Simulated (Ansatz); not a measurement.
## Ta3Ru: single point with PBEsol

Ta3Ru:

```xyz
4
Lattice="1.6691 -2.3423 0.0000 1.6691 2.3423 0.0000 0.0000 0.0000 8.8142" Properties=species:S:1:pos:R:3 pbc="T T T"
Ta    1.7564   -0.0356    2.0904
Ta    0.0125    0.0290    4.4061
Ta    1.6640   -0.0166    6.7083
Ru    0.0127    0.0023    0.0104
```

The cell comes from a database or a generator and needn't be the stable form of this composition.

The cell isn't the ideal one: atoms moved at random, drawn with an rms of 0.05 Å.

```json
{
  "Program": "Ansatz 0.2.0",
  "Task": "single point",
  "Functional": "PBEsol",
  "Potentials or basis": "all-electron LAPW, scalar-relativistic",
  "Cutoff": "306 eV (chosen from the basis error)",
  "Basis error allowed": "0.001 eV/atom",
  "k mesh": "10 × 10 × 3",
  "Occupations": "fermi-dirac, width 0.05 eV",
  "Spin": "no spin polarisation"
}
```

```
Pressure               : -8.4 GPa
Largest force          : 0.522 eV/Å
Band gap on the k mesh : none (metal or under the smearing width)
```

Forces in eV/Å, atoms in the order of the input:
```
Ta  -0.423  0.213 -0.221
Ta   0.216 -0.192 -0.021
Ta   0.059  0.146  0.405
Ru   0.148 -0.167 -0.163
```

Stress tensor (GPa, compression positive):
```
-9.31  0.05  0.06
 0.05 -7.43  0.10
 0.06  0.10 -8.53
```

Levels at points of the mesh, in eV from the Fermi level:
```tsv
k point	band 78	band 79	band 80	band 81	band 82	band 83	band 84	band 85
(0.00, 0.00, 0.00)	-1.03	-0.83	-0.40	-0.05	0.29	0.97	1.82	2.11
(0.00, -0.50, 0.00)	-1.32	-1.04	-0.07	0.11	1.21	1.32	2.78	3.09
(-0.50, 0.00, 0.00)	-1.32	-1.04	-0.07	0.10	1.22	1.32	2.78	3.11
(-0.50, -0.50, 0.00)	-0.19	-0.14	0.56	1.04	1.12	1.72	3.42	3.91
```

Wall time 7.1 min on 2 threads of AMD EPYC 7R43 64-Core Processor (Zen 3), on a shared host, peak memory 1.9 GiB.

Spin-orbit coupling is left out, which matters for the levels of Ta.
